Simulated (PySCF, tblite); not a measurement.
# C4H14O2SSi2: geometry, infrared bands and NMR shifts

Aim: predict the infrared bands and NMR shifts of C4H14O2SSi2 (`CC(C)OC[Si@H](O)[SiH2]S`).

Computed with tblite 0.8.0 and PySCF 2.14.0, with density-fitted response routines of our own, on a single molecule in the gas phase. Atoms count from 0, in the outputs and in this text.

## (1) The starting structure

23 atoms, charge 0, multiplicity 1; geometry from: force field or distance geometry start.

Bonds of the start (Å): C0–C1 1.51, C1–C2 1.53, C1–O3 1.44, O3–C4 1.43, C4–Si5 1.89, Si5–O6 1.68, Si5–Si7 2.32, Si7–S8 2.14, C0–H9 1.09, C0–H10 1.11, C0–H11 1.09, C1–H12 1.10, C2–H13 1.09, C2–H14 1.10, C2–H15 1.10, C4–H16 1.09, C4–H17 1.10, Si5–H18 1.49, O6–H19 0.98, Si7–H20 1.49, Si7–H21 1.49, S8–H22 1.35.

## (2) Geometry optimisation with GFN2-xTB

Job settings and geometry (Å):

```
{"job": {"kind": "relax", "xc": "GFN2-xTB", "basis": "xTB"}, "charge": 0, "multiplicity": 1}
C     -2.784400     0.289700    -0.237700
C     -1.950600    -0.056300     0.971400
C     -2.481500     0.631400     2.226800
O     -0.595800     0.391500     0.805300
C      0.182300    -0.440400    -0.063100
Si     2.015500     0.008700    -0.129500
O      2.254500     1.653800    -0.342300
Si     2.958700    -1.214500    -1.862400
S      5.037500    -0.750600    -2.111900
H     -2.471100    -0.267000    -1.115200
H     -3.851800     0.058000    -0.067500
H     -2.704900     1.353000    -0.480700
H     -1.967000    -1.142300     1.163400
H     -1.870100     0.392800     3.093700
H     -3.524600     0.340200     2.433100
H     -2.463400     1.725500     2.121600
H      0.096800    -1.482400     0.244000
H     -0.220900    -0.346200    -1.083300
H      2.664100    -0.357300     1.166700
H      1.722800     2.216700     0.251700
H      2.249500    -0.895200    -3.135400
H      2.814500    -2.673700    -1.602600
H      4.884900     0.591600    -2.158000
```

Launch:

```bash
$ OMP_NUM_THREADS=1 python probes_run.py task.json out
```

One launch serves the whole session: the jobs run in the order shown.

**Question.** This job is followed by: GFN2-xTB harmonic vibrations, gas phase; GIAO PBE0/pcSseg-1 NMR shielding, non-relativistic, gas phase. What will the session give for the following? strongest single infrared mode (GFN2-xTB); zero-point energy (GFN2-xTB); ¹³C shifts against TMS (PBE0/pcSseg-1); ¹H shifts against TMS (PBE0/pcSseg-1, means over atoms taken as alike); ¹⁷O shifts against H2O (PBE0/pcSseg-1); ²⁹Si shifts against TMS (PBE0/pcSseg-1); ³³S shifts against CS2 (PBE0/pcSseg-1).

As calculated:

```
                                                              quantity                                                           value
                             strongest single infrared mode (GFN2-xTB)                                            620 cm⁻¹, 510 km/mol
                                          zero-point energy (GFN2-xTB)                                                  107.6 kcal/mol
                                ¹³C shifts against TMS (PBE0/pcSseg-1)                                      80.9, 63.1, 26.3, 20.6 ppm
¹H shifts against TMS (PBE0/pcSseg-1, means over atoms taken as alike)  5.46, 4.93, 4.29, 3.66, 3.40, 2.63, 1.75, 1.22, 1.14, 0.01 ppm
                                ¹⁷O shifts against H2O (PBE0/pcSseg-1)                                                   46.3, 3.2 ppm
                               ²⁹Si shifts against TMS (PBE0/pcSseg-1)                                                -12.2, -67.9 ppm
                                ³³S shifts against CS2 (PBE0/pcSseg-1)                                                        -311 ppm
```

What this shows: Over 102 steps the energy fell by 0.300 eV; of the close pairs, Si5–O6 changed most, 1.676 to 1.627 Å. All 63 modes are real, so the xTB geometry is a minimum. The strongest single mode, at 620 cm⁻¹, moves mainly H18 and H20. Unscaled tight-binding wavenumbers are off by several per cent, some by more. Its intensities can rank the bands wrongly. At PBE0/pcSseg-1: Shielding is most anisotropic at S8 (span 244 ppm, paramagnetic term -240 ppm).
